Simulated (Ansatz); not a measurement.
**AlClFHZn: a ladder of functionals and wavefunction methods**

One table from this session's results is given with a row withheld; the runs are named, their logs left out.

Method: functionals in def2-TZVPP, the program's frozen cores in correlated methods; program: Ansatz 0.2.0, Gaussian basis.

The runs, in order: LDA (SPW92), PBE-D4, revPBE-D4, BLYP-D4, r2SCAN-D4, B97M-V, PBE0-D4, B3LYP-D4, r2SCANh-D4, r2SCAN0-D4, HSE06-D4, BHLYP-D4, CAM-B3LYP-D4, LC-ωPBE, ωB97X-V, ωB97M-V, B2PLYP, PBE-QIDH; CCSD(T)/def2-SVP; CCSD(T)/def2-TZVPP; MP2/def2-QZVPP; extrapolation to the limit; RPA on PBE.

## Structure used throughout

All runs share one geometry, relaxed beforehand with PBE0-D4 in a triple-zeta def2 set.

5 atoms, charge 0, spin multiplicity 1.

Atoms are counted from 1 here; the program's logs count them from 0.

Bond lengths: F1–Al2 1.651 Å, Al2–Cl3 2.101 Å, Al2–H5 1.570 Å. Angles: F1–Al2–Cl3 116.7°, F1–Al2–H5 119.6°, Cl3–Al2–H5 120.7°.

As a file:

```
F     0.55671    0.75743    1.47736
Al   -0.06183   -0.29915    0.36899
Cl    1.31105   -1.55535   -0.60737
Zn   -0.16541    1.67823   -1.68447
H    -1.59073   -0.65485    0.40410
```

Set-up of the first run:

File in.yaml:

```yaml
crystal:
  periodic: [false, false, false]
  atoms:
    - {symbol: F, position_ang: [0.556712, 0.757425, 1.477357]}
    - {symbol: Al, position_ang: [-0.061828, -0.299153, 0.368988]}
    - {symbol: Cl, position_ang: [1.311053, -1.555348, -0.607374]}
    - {symbol: Zn, position_ang: [-0.165410, 1.678225, -1.684468]}
    - {symbol: H, position_ang: [-1.590726, -0.654849, 0.404096]}
basis:
  gaussian: {orbitals: def2-TZVPP}
hamiltonian: {xc: lda}
output: {orbitals: {seedname: orbitals}}
```

On the command line:

```console
$ ansatz run in.yaml --threads 2 --pin off --events-out ev --progress --plain --max-ram 4352MiB
```

Steps of the session up to this table: LDA; PBE-D4 (GGA); revPBE-D4 (GGA); BLYP-D4 (GGA); r2SCAN-D4 (meta-GGA); B97M-V (meta-GGA); PBE0-D4 (hybrid); B3LYP-D4 (hybrid); r2SCANh-D4 (hybrid); r2SCAN0-D4 (hybrid); HSE06-D4 (hybrid); BHLYP-D4 (hybrid); CAM-B3LYP-D4 (range-separated); LC-ωPBE (range-separated); ωB97X-V (range-separated); ωB97M-V (range-separated); B2PLYP (double hybrid); PBE-QIDH (double hybrid).

One table of the session follows, with a row left open; its other results are not shown here.

```
  functional  HOMO (eV)  LUMO (eV)  gap (eV)
 LDA (SPW92)          ?          ?         ?
      PBE-D4      -6.76      -2.99      3.77
   revPBE-D4      -6.68      -2.90      3.77
     BLYP-D4      -6.70      -2.86      3.83
   r2SCAN-D4      -7.01      -2.88      4.12
      B97M-V      -6.81      -2.91      3.90
     PBE0-D4      -7.57      -2.31      5.26
    B3LYP-D4      -7.51      -2.48      5.03
  r2SCANh-D4      -7.31      -2.62      4.69
  r2SCAN0-D4      -7.76      -2.24      5.52
    HSE06-D4      -7.17      -2.66      4.50
    BHLYP-D4      -8.31      -1.55      6.76
CAM-B3LYP-D4      -8.84      -1.39      7.45
     LC-ωPBE      -9.92      -0.44      9.48
     ωB97X-V      -9.62      -0.46      9.16
     ωB97M-V      -9.59      -0.57      9.01
```

Q: Estimate the row for LDA (SPW92) from the others.

**Answer.** HOMO (eV): -6.98; LUMO (eV): -3.19; gap (eV): 3.79. In the column «HOMO (eV)» it lies between r2SCAN-D4 (-7.01) and B97M-V (-6.81).
